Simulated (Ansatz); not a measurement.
# YAlSe3: from a guess to a relaxed structure, part 1 of 2

The task: take a trial cell of YAlSe3 to zero force and stress.

Method: DFT PBE, scalar-relativistic, plane waves, PAW, in Ansatz 0.2.0.

### 1 The system as given

It takes space group Pm-3m (No. 221, cubic). The conventional cell has a = 5.128 Å, b = 5.128 Å, c = 5.128 Å, α = 90.00°, β = 90.00°, γ = 90.00°. Y (site symmetry m-3m) is surrounded by 12 Se at 3.63 Å. Al (site symmetry m-3m) has 6 Se at 2.56 Å as nearest neighbours. Se (site symmetry 4/mmm) is surrounded by 2 Al at 2.56 Å and 4 Y at 3.63 Å.

As a file:

```
Y Al Se
1.0
     5.12821    0.00000    0.00000
     0.00000    5.12821    0.00000
     0.00000    0.00000    5.12821
Y Al Se
1 1 3
Direct
  0.00000 0.00000 0.00000
  0.50000 0.50000 0.50000
  0.00000 0.50000 0.50000
  0.50000 0.00000 0.50000
  0.50000 0.50000 0.00000
```

A structure generator made this guess: species swapped into a database cell of CsPbBr3 (Pm-3m, No. 221), with Y on the Cs sites, Al on the Pb sites and Se on the Br sites. Lengths come from tabulated atomic sizes and are only a guess.

### 2 The guess as it stands, on a coarse mesh

The input, input.yaml:

```yaml
crystal:
  lattice:
    - [5.12821097, 0.0, 0.0]
    - [0.0, 5.12821097, 0.0]
    - [0.0, 0.0, 5.12821097]
  atoms:
    - { symbol: "Y", position: [0.0, 0.0, 0.0] }
    - { symbol: Al, position: [0.5, 0.5, 0.5] }
    - { symbol: Se, position: [0.0, 0.5, 0.5] }
    - { symbol: Se, position: [0.5, 0.0, 0.5] }
    - { symbol: Se, position: [0.5, 0.5, 0.0] }
basis:
  ecutwfc: 420
kpoints:
  mp_grid: { grid: [4, 4, 4] }
hamiltonian:
  xc: pbe
scf:
  occupations: { method: gaussian, width: 0.1 }
  lower_state_search: "off"
output:
  forces: true
  stress: true
  eigenvalues: true
```

On the command line:

```sh
> ansatz run input.yaml --threads 1 --pin off --max-ram 2048MiB --backend cpu --events-out ev --progress --plain --runs-dir out
```

Log, cut to the lines that bear on the results:

```text
Warning: RAYON_NUM_THREADS=1 ignored (pool sized by the plan → 1); use --threads N
[...]
Pseudopotentials: kind: paw
Pseudopotential: Y, paw, valence charge 11, recommended cutoff 420 eV (normal), Y.paw.azcp
Pseudopotential: Al, paw, valence charge 3, recommended cutoff 420 eV (normal), Al.paw.azcp
Pseudopotential: Se, paw, valence charge 16, recommended cutoff 420 eV (normal), Se.paw.azcp
Functional definition: PBE
[...]
Crystal: 5 atoms, lattice volume = 134.865 Å³
Basis set: ecut = 420 eV, 2601 PW (Γ), exchange–correlation on 72×72×72 points (8 copies of the dense FFT grid, shifted against one another)
Bands: 38, of which v1, the nominal top of the filled ones, is band 31 counted from 1 (30 counted from 0)
Symmetry: 48 space group operations
Space group: Pm-3m (ITA 221), of the structure as read, at distance tolerance 5.1e-5 Å
k-points: 10 of 64
[...]
SCF iter   1: F=—  HF=-20796.955500 eV  |F-HF|=—  |Δ(HF+E_count)|=         —  Δρ=2.16e-3  dr2=1.02e-2  ethr=1.77e-3  ⟨swp⟩=6.0  Hψ=1466  notcnv=0
[...]
SCF iter   7: F=-20796.954932 eV  HF=-20796.954932 eV  |F-HF|=5.54e-9  |Δ(HF+E_count)|=   2.66e-8  Δρ=1.56e-6  dr2=5.38e-9  ethr=1.61e-10  ⟨swp⟩=5.3  Hψ=1385  notcnv=0
[...]
SCF converged after 7 iterations
Free energy (F): -20796.954932 eV
[...]
E sigma→0 (E₀):  -20796.951442 eV
Entropy (-TS):   -0.006979 eV (-1.396 meV/atom)
Fermi energy:    7.526138 eV
[...]
--- Forces (eV/Å), atoms counted from 1 ---
  atom   1  Y     -0.00000000     0.00000000    -0.00000000
  atom   2  Al     0.00000000    -0.00000000     0.00000000
  atom   3  Se     0.00000000    -0.00000000     0.00000000
  atom   4  Se     0.00000000    -0.00000000     0.00000000
  atom   5  Se     0.00000000     0.00000000     0.00000000
[...]
--- Stress (GPa, compression-positive) ---
       -7.088306       0.000000       0.000000
        0.000000      -7.088306       0.000000
        0.000000       0.000000      -7.088306
  P = ⅓ Tr σ = -7.0883 GPa (-70.883 kbar)
--- Band table (eV; the first three rows and the last of 10) ---
[...]
```

It took 3.6 s on 1 thread of Arm Neoverse V1, shared host; peak memory 0.38 GiB.

Read-out: pressure -7.1 GPa, largest force 0.00 eV/Å, gap on this mesh none (metal). A cheap, loose relaxation comes first.

### 3 Coarse relaxation

input.yaml, as its differences from that of step 2:

```diff
@@ -24 +24,6 @@
   eigenvalues: true
+relax:
+  adjacent_minimum: "off"
+  f_tol: 0.04
+  max_steps: 70
+  cell: { stress_tol: 0.4 }
```

On the command line:

```sh
> ansatz run input.yaml --threads 1 --pin off --max-ram 2048MiB --backend cpu --events-out ev --progress --plain --runs-dir out
```

Log:

```text
Warning: RAYON_NUM_THREADS=1 ignored (pool sized by the plan → 1); use --threads N
Engine: ansatz 0.2.0, aarch64-unknown-linux-gnu
Pseudopotentials: kind: paw
Pseudopotential: Y, paw, valence charge 11, recommended cutoff 420 eV (normal), Y.paw.azcp
Pseudopotential: Al, paw, valence charge 3, recommended cutoff 420 eV (normal), Al.paw.azcp
Pseudopotential: Se, paw, valence charge 16, recommended cutoff 420 eV (normal), Se.paw.azcp
Functional definition: PBE
  parameter kappa = 0.804
  parameter beta = 0.06672455060314922
  exchange = pbe_x(kappa = kappa, mu = beta*pi^2/3)
  correlation = pbe_c(beta = beta)
Crystal: 5 atoms, lattice volume = 134.865 Å³
Basis set: ecut = 420 eV, 2601 PW (Γ), exchange–correlation on 72×72×72 points (8 copies of the dense FFT grid, shifted against one another)
Bands: 38, of which v1, the nominal top of the filled ones, is band 31 counted from 1 (30 counted from 0)
Symmetry: 48 space group operations
Space group: Pm-3m (ITA 221), of the structure as read, at distance tolerance 5.1e-5 Å
k-points: 10 of 64
Non-local potential: Y, projectors of the file, l = 0: 3, l = 1: 2, l = 2: 2, l = 3: 1
Non-local potential: Al, projectors of the file, l = 0: 2, l = 1: 2, l = 2: 1
Non-local potential: Se, projectors of the file, l = 0: 2, l = 1: 2, l = 2: 3, l = 3: 1
PAW form: soft (Blöchl's): semilocal exchange-correlation on the pseudo side does not see the compensation charge
PAW one-centre angular grid: Y, 590 points (default); XC on 64 Gauss nodes
PAW one-centre angular grid: Al, 110 points (default); XC on 64 Gauss nodes
PAW one-centre angular grid: Se, 590 points (default); XC on 64 Gauss nodes
Initial density: superposition of atomic densities (neutral atoms: chi_scale 0, normalization atom), corrected by the library's trained network
Initial wavefunctions: pseudopotential atomic-orbital guess
Functional: x = pbe(κ = 0.804, μ = 0.2195149727645171), c = pbe(β = 0.06672455060314922)
SCF iter   1: F=—  HF=-20796.955500 eV  |F-HF|=—  |Δ(HF+E_count)|=         —  Δρ=2.16e-3  dr2=1.02e-2  ethr=1.77e-3  ⟨swp⟩=6.0  Hψ=1466  notcnv=0
preconditioner: auto → Resta (q_TF=auto, 2.397 Å⁻¹)  ε∞=6.1  [insulator: Δε(μ)=0.154 eV  Ē_g=6.948 eV  σ=0.100 eV  W_gap=0.59  n_scr=26 (ndim 8)  ℏωp=15.7 eV  f_vac=0.000  D(μ)=1.25/eV (n_scr^D=6)  ε∞_Penn≈6.1]
SCF iter   2: F=—  HF=-20796.954336 eV  |F-HF|=—  |Δ(HF+E_count)|=   1.16e-3  Δρ=8.71e-4  dr2=1.32e-3  ethr=1.64e-5  ⟨swp⟩=1.6  Hψ=485  notcnv=0
SCF iter   3: F=—  HF=-20796.954717 eV  |F-HF|=—  |Δ(HF+E_count)|=   3.82e-4  Δρ=3.12e-4  dr2=1.34e-4  ethr=2.13e-6  ⟨swp⟩=2.0  Hψ=480  notcnv=0
SCF iter   4: F=—  HF=-20796.954844 eV  |F-HF|=—  |Δ(HF+E_count)|=   1.26e-4  Δρ=6.65e-5  dr2=7.35e-6  ethr=2.16e-7  ⟨swp⟩=2.3  Hψ=665  notcnv=0
SCF iter   5: F=—  HF=-20796.954932 eV  |F-HF|=—  |Δ(HF+E_count)|=   8.86e-5  Δρ=2.83e-5  dr2=1.09e-6  ethr=1.19e-8  ⟨swp⟩=2.0  Hψ=675  notcnv=0
SCF iter   6: F=—  HF=-20796.954932 eV  |F-HF|=—  |Δ(HF+E_count)|=   4.21e-7  Δρ=8.22e-6  dr2=1.21e-7  ethr=1.76e-9  ⟨swp⟩=2.0  Hψ=675  notcnv=0
SCF iter   7: F=-20796.954932 eV  HF=-20796.954932 eV  |F-HF|=5.49e-9  |Δ(HF+E_count)|=   2.66e-8  Δρ=1.55e-6  dr2=5.35e-9  ethr=1.61e-10  ⟨swp⟩=7.7  Hψ=1547  notcnv=0
SCF 1 converged in 7 iterations: F = -20796.954932 eV  dr2 = 5.35e-9
relax step   1: F+E_penalty+E_count = -20796.95493197 eV  Δ(F+E_penalty+E_count) = +0.000e0 eV  max|allowed force component| = 6.035e-30 eV/Å  Δτ_max = 0.0000 Å  P = -7.088 GPa  Ω = 134.865 Å³  (7 SCF iters, dr2 threshold 1.00e-7 eV, accepted)
Crystal: 5 atoms, lattice volume = 116.086 Å³
Basis set: ecut = 420 eV, 2301 PW (Γ), exchange–correlation on 72×72×72 points (8 copies of the dense FFT grid, shifted against one another)
Initial density: handed on by an earlier stage of this run
Initial wavefunctions: those handed on with the density
iter 1 solved again at ethr=1.43e-4 eV; its pass at ethr=3.10e-3 eV (dr2=8.88e-2 eV) is discarded
SCF iter   1: F=—  HF=-20797.423047 eV  |F-HF|=—  |Δ(HF+E_count)|=         —  Δρ=6.21e-3  dr2=8.84e-2  ethr=1.43e-4  ⟨swp⟩=1.0  Hψ=1779  notcnv=0
preconditioner: auto → Resta (q_TF=auto, 2.457 Å⁻¹)  ε∞=5.9  [insulator: Δε(μ)=0.174 eV  Ē_g=7.657 eV  σ=0.100 eV  W_gap=0.63  n_scr=26 (ndim 8)  ℏωp=16.9 eV  f_vac=0.000  D(μ)=1.13/eV (n_scr^D=6)  ε∞_Penn≈5.9]
SCF iter   2: F=—  HF=-20797.400491 eV  |F-HF|=—  |Δ(HF+E_count)|=   2.26e-2  Δρ=2.86e-3  dr2=1.16e-2  ethr=1.43e-4  ⟨swp⟩=2.0  Hψ=452  notcnv=0
SCF iter   3: F=—  HF=-20797.397176 eV  |F-HF|=—  |Δ(HF+E_count)|=   3.32e-3  Δρ=1.03e-3  dr2=1.23e-3  ethr=1.87e-5  ⟨swp⟩=2.4  Hψ=643  notcnv=0
SCF iter   4: F=—  HF=-20797.397133 eV  |F-HF|=—  |Δ(HF+E_count)|=   4.27e-5  Δρ=2.88e-4  dr2=1.43e-4  ethr=1.99e-6  ⟨swp⟩=2.0  Hψ=613  notcnv=0
SCF iter   5: F=—  HF=-20797.397287 eV  |F-HF|=—  |Δ(HF+E_count)|=   1.54e-4  Δρ=1.12e-4  dr2=1.33e-5  ethr=2.31e-7  ⟨swp⟩=2.0  Hψ=689  notcnv=0
SCF iter   6: F=—  HF=-20797.397295 eV  |F-HF|=—  |Δ(HF+E_count)|=   7.96e-6  Δρ=2.12e-5  dr2=6.84e-7  ethr=2.15e-8  ⟨swp⟩=2.3  Hψ=506  notcnv=0
SCF iter   7: F=-20797.397296 eV  HF=-20797.397296 eV  |F-HF|=3.79e-8  |Δ(HF+E_count)|=   4.81e-7  Δρ=6.22e-6  dr2=5.20e-8  ethr=8.06e-10  ⟨swp⟩=5.2  Hψ=1376  notcnv=0
SCF 2 converged in 7 iterations: F = -20797.397296 eV  dr2 = 5.20e-8
relax step   2: F+E_penalty+E_count = -20797.39729593 eV  Δ(F+E_penalty+E_count) = -4.424e-1 eV  max|allowed force component| = 7.363e-31 eV/Å  Δτ_max = 0.0000 Å  P = +0.658 GPa  Ω = 116.086 Å³  energy of the carried Pulay correction = +1.311e-3 eV  (7 SCF iters, dr2 threshold 5.00e-7 eV, accepted)
Crystal: 5 atoms, lattice volume = 117.475 Å³
iter 1 solved again at ethr=9.77e-7 eV; its pass at ethr=3.10e-3 eV (dr2=6.06e-4 eV) is discarded
SCF iter   1: F=—  HF=-20797.399304 eV  |F-HF|=—  |Δ(HF+E_count)|=         —  Δρ=5.41e-4  dr2=6.54e-4  ethr=9.77e-7  ⟨swp⟩=2.0  Hψ=1694  notcnv=0
preconditioner: auto → Kerker (q_TF=auto, 2.453 Å⁻¹)  [metal: Δε(μ)=0.111 eV  Ē_g=7.735 eV  σ=0.100 eV  W_gap=0.49  n_scr=26 (ndim 8)  ℏωp=16.8 eV  f_vac=0.000  D(μ)=1.48/eV (n_scr^D=6)]
SCF iter   2: F=—  HF=-20797.399154 eV  |F-HF|=—  |Δ(HF+E_count)|=   1.49e-4  Δρ=2.99e-4  dr2=1.78e-4  ethr=9.77e-7  ⟨swp⟩=1.1  Hψ=381  notcnv=0
preconditioner: auto → Resta (q_TF=auto, 2.453 Å⁻¹)  ε∞=5.7  [insulator: Δε(μ)=0.114 eV  Ē_g=7.729 eV  σ=0.100 eV  W_gap=0.50  n_scr=26 (ndim 8)  ℏωp=16.8 eV  f_vac=0.000  D(μ)=1.46/eV (n_scr^D=6)  ε∞_Penn≈5.7]
SCF iter   3: F=—  HF=-20797.399279 eV  |F-HF|=—  |Δ(HF+E_count)|=   1.25e-4  Δρ=6.67e-5  dr2=6.59e-6  ethr=2.87e-7  ⟨swp⟩=2.6  Hψ=529  notcnv=0
SCF iter   4: F=—  HF=-20797.399279 eV  |F-HF|=—  |Δ(HF+E_count)|=   2.78e-7  Δρ=2.45e-5  dr2=1.04e-6  ethr=1.06e-8  ⟨swp⟩=2.0  Hψ=674  notcnv=0
SCF iter   5: F=-20797.399279 eV  HF=-20797.399279 eV  |F-HF|=4.26e-8  |Δ(HF+E_count)|=   4.92e-7  Δρ=9.14e-6  dr2=9.93e-8  ethr=8.06e-10  ⟨swp⟩=5.0  Hψ=1571  notcnv=0
SCF 3 converged in 5 iterations: F = -20797.399279 eV  dr2 = 9.93e-8
relax step   3: F+E_penalty+E_count = -20797.39927887 eV  Δ(F+E_penalty+E_count) = -1.983e-3 eV  max|allowed force component| = 2.307e-30 eV/Å  Δτ_max = 0.0000 Å  P = -0.168 GPa  Ω = 117.475 Å³  energy of the carried Pulay correction = +1.207e-3 eV  (5 SCF iters, dr2 threshold 5.00e-7 eV, accepted)
Initial wavefunctions: pseudopotential atomic-orbital guess (no wavefunctions were taken with the density)
iter 1 solved again at ethr=7.24e-8 eV; its pass at ethr=3.10e-3 eV (dr2=4.49e-5 eV) is discarded
SCF iter   1: F=—  HF=-20797.398183 eV  |F-HF|=—  |Δ(HF+E_count)|=         —  Δρ=5.50e-5  dr2=5.93e-7  ethr=7.24e-8  ⟨swp⟩=3.0  Hψ=2440  notcnv=0
preconditioner: auto → Resta (q_TF=auto, 2.453 Å⁻¹)  ε∞=5.7  [insulator: Δε(μ)=0.117 eV  Ē_g=7.724 eV  σ=0.100 eV  W_gap=0.51  n_scr=26 (ndim 8)  ℏωp=16.8 eV  f_vac=0.000  D(μ)=1.44/eV (n_scr^D=6)  ε∞_Penn≈5.7]
SCF iter   2: F=—  HF=-20797.398360 eV  |F-HF|=—  |Δ(HF+E_count)|=   1.76e-4  Δρ=3.14e-5  dr2=3.76e-7  ethr=9.57e-10  ⟨swp⟩=2.0  Hψ=689  notcnv=0
SCF iter   3: F=—  HF=-20797.398360 eV  |F-HF|=—  |Δ(HF+E_count)|=   5.69e-7  Δρ=1.22e-5  dr2=5.88e-8  ethr=6.07e-10  ⟨swp⟩=2.0  Hψ=488  notcnv=0
SCF iter   4: F=—  HF=-20797.398360 eV  |F-HF|=—  |Δ(HF+E_count)|=   7.30e-8  Δρ=1.97e-6  dr2=4.03e-9  ethr=9.48e-11  ⟨swp⟩=2.8  Hψ=651  notcnv=0
SCF iter   5: F=-20797.398360 eV  HF=-20797.398360 eV  |F-HF|=2.47e-10  |Δ(HF+E_count)|=   1.13e-9  Δρ=5.24e-7  dr2=4.41e-10  ethr=5.16e-12  ⟨swp⟩=4.1  Hψ=1103  notcnv=0
SCF 4 converged in 5 iterations: F = -20797.398360 eV  dr2 = 4.41e-10
relax step   4: F+E_penalty+E_count = -20797.39836021 eV  Δ(F+E_penalty+E_count) = +9.187e-4 eV  max|allowed force component| = 4.825e-30 eV/Å  Δτ_max = 0.0000 Å  P = -0.173 GPa  Ω = 117.475 Å³  stress off target by 1.73e-1 GPa  SCF on the basis re-selected at this cell (its energy is not comparable with the rows above)  (5 SCF iters)
basis re-selected at this cell: Δ(F+E_penalty+E_count) = +9.187e-4 eV, ΔP = -0.005 GPa vs the last step (what re-selecting the basis moved, of the pressure what is left beyond the Pulay correction that the steps carried, after the strain that the cell walked since its last selection, with what the two solves' SCF thresholds leave and, on support functions, any second-order correction that the steps lacked; it is no measure of the basis error at this ecutwfc). This SCF's stress stands 1.73e-1 GPa from its target on what of the cell is left free (relax.cell.stress_tol is 4.00e-1 GPa) and its largest allowed force component is 4.83e-30 eV/Å (relax.f_tol is 4.00e-2 eV/Å): within both
SCF converged after 5 iterations
Free energy (F): -20797.398360 eV
Harris-Foulkes:  -20797.398360 eV  (|F-HF|=2.47e-10)
Internal energy: -20797.391152 eV  (E = F + TS)
E sigma→0 (E₀):  -20797.394756 eV
Entropy (-TS):   -0.007208 eV (-1.442 meV/atom)
Fermi energy:    9.369320 eV
--- Per-component energies (eV) ---
  E_band       = -1206.726617
  E_kinetic    = 683.785986
  E_local      = -7992.061713  (includes V_loc(G=0)·N_el)
  E_nonlocal   = -1730.007628
  E_hartree    = 3876.568551
  E_xc         = -527.326955
  E_vxc        = -524.791492  (∫ρ·V_xc dr)
  E_paw        = -9024.658038  (= ΣΔE_a)
  E_vpaw       = 603.212016  (= ΣTr[D̂ρ^β])
  E_aug_tail   = -0.001768  (compensation charges beyond the density's cutoff)
  E_ewald      = -6083.689586
  E_smearing   = -0.007208  (= −TS)
  E_closure    = -0.000000  (closes the sum)
  Σ components = -20797.398360   (vs F -20797.398360, Δ=0.00e0)
--- Forces (eV/Å), atoms counted from 1 ---
  atom   1  Y      0.00000000     0.00000000    -0.00000000
  atom   2  Al     0.00000000     0.00000000     0.00000000
  atom   3  Se     0.00000000    -0.00000000    -0.00000000
  atom   4  Se     0.00000000    -0.00000000    -0.00000000
  atom   5  Se     0.00000000    -0.00000000     0.00000000
  max |Σ_I F_I| component: 1.27e-29 eV/Å
--- Stress (GPa, compression-positive) ---
       -0.173074      -0.000000       0.000000
       -0.000000      -0.173074      -0.000000
        0.000000      -0.000000      -0.173074
  P = ⅓ Tr σ = -0.1731 GPa (-1.731 kbar)
--- Band table (eV; the first three rows and the last of 10) ---
  k-point 0: bands = ["-37.9060", "-37.9041", "-37.9041", "-37.8903", "-37.8903", "-37.8903", "-37.8868", "-37.8868", "-37.8868", "-37.8716", "-37.8716", "-37.8716", "-37.8708", "-37.8708", "-37.8692", "-35.3359", "-15.1767", "-15.1767", "-15.1767", "-5.0787", "-2.6997", "-2.6997", "3.8874", "3.8874", "3.8874", "7.9709", "7.9709", "7.9709", "8.0033", "8.5480", "8.5480", "8.5480", "9.9125", "9.9125", "10.2687", "10.2687", "10.2687", "11.0717"]
  k-point 1: bands = ["-37.9058", "-37.9043", "-37.9041", "-37.8903", "-37.8898", "-37.8898", "-37.8873", "-37.8873", "-37.8868", "-37.8716", "-37.8716", "-37.8716", "-37.8708", "-37.8706", "-37.8694", "-35.3358", "-15.1821", "-15.1761", "-15.1761", "-4.8412", "-3.0731", "-2.6751", "4.0368", "4.0368", "4.0859", "7.0504", "7.1547", "7.3499", "7.3499", "8.2089", "8.2089", "9.2681", "10.3320", "10.3797", "11.0998", "11.2414", "11.2414", "12.6720"]
  k-point 2: bands = ["-37.9054", "-37.9046", "-37.9041", "-37.8903", "-37.8886", "-37.8886", "-37.8885", "-37.8885", "-37.8868", "-37.8716", "-37.8716", "-37.8716", "-37.8708", "-37.8703", "-37.8697", "-35.3357", "-15.1876", "-15.1755", "-15.1755", "-4.4430", "-3.6019", "-2.6500", "4.2197", "4.2197", "4.5663", "5.8718", "6.6573", "6.8371", "6.8371", "7.9509", "7.9509", "10.5050", "10.7169", "11.7242", "12.0032", "12.2489", "12.2489", "12.8598"]
  k-point 9: bands = ["-37.9046", "-37.9046", "-37.9046", "-37.8888", "-37.8888", "-37.8888", "-37.8883", "-37.8883", "-37.8883", "-37.8722", "-37.8714", "-37.8714", "-37.8702", "-37.8702", "-37.8702", "-35.3352", "-15.1837", "-15.1837", "-15.1837", "-3.4650", "-3.4650", "-3.4650", "0.9209", "4.8714", "4.8714", "4.8714", "8.0439", "8.0439", "9.6425", "9.6425", "9.6425", "10.0466", "10.7690", "10.7690", "10.7690", "11.1494", "11.1494", "13.0712"]
--- Relaxed structure (3 steps of the walk, 3 accepted, 1 SCFs on fresh bases) ---
  F+E_penalty+E_count = -20797.39836021 eV   max|allowed force component| = 4.825e-30 eV/Å   (the final SCF, on the basis selected at the relaxed cell)
  cell:  # Å, volume = 117.4747 Å³
    - [4.897579277559774, 1.596916912221083e-33, -2.8246972517679455e-33]
    - [2.1104982307243457e-33, 4.897579277559774, 0.0]
    - [-2.5679065925163142e-33, 0.0, 4.897579277559774]
  atoms:
    - { symbol: Y, position: [-2.5694283600913176e-34, -2.87926198694765e-35, 1.1579640599680863e-35] }
    - { symbol: Al, position: [0.49999999999999994, 0.49999999999999994, 0.49999999999999994] }
    - { symbol: Se, position: [4.819634195542604e-35, 0.49999999999999994, 0.49999999999999994] }
    - { symbol: Se, position: [0.49999999999999994, -3.505188505849148e-35, 0.49999999999999994] }
    - { symbol: Se, position: [0.49999999999999994, 0.49999999999999994, -7.198154967368878e-36] }
```

Run time: 14 s. Hardware: 1 thread of Arm Neoverse V1, shared host; peak memory 0.39 GiB.

Step by step:

```
step  energy from step 1 (eV/cell)  largest force component (eV/Å)  pressure (GPa)  volume (Å³)
   1                        0.0000                          0.0000           -7.09       134.86
   2                       -0.4424                          0.0000            0.66       116.09
   3                       -0.4443                          0.0000           -0.17       117.47
   4                       -0.4434                          0.0000           -0.17       117.47
```

Step 1 is the start. Step 4 repeats the geometry before it on a plane-wave basis chosen anew for that cell, so its energy need not be comparable with the rows above.

|  | before | after | change |
| --- | --- | --- | --- |
| a (Å) | 5.128 | 4.898 | -4.5 % |
| b (Å) | 5.128 | 4.898 | -4.5 % |
| c (Å) | 5.128 | 4.898 | -4.5 % |
| volume (Å³/atom) | 26.97 | 23.49 | -12.9 % |
| shortest distance (Å) | 2.564 | 2.449 | -4.5 % |
| space group (0.01 Å) | Pm-3m | Pm-3m | same |

The run keeps the 48 symmetry operations of the start, so it could not have lowered the symmetry.

(Continued in part 2 of 2.)
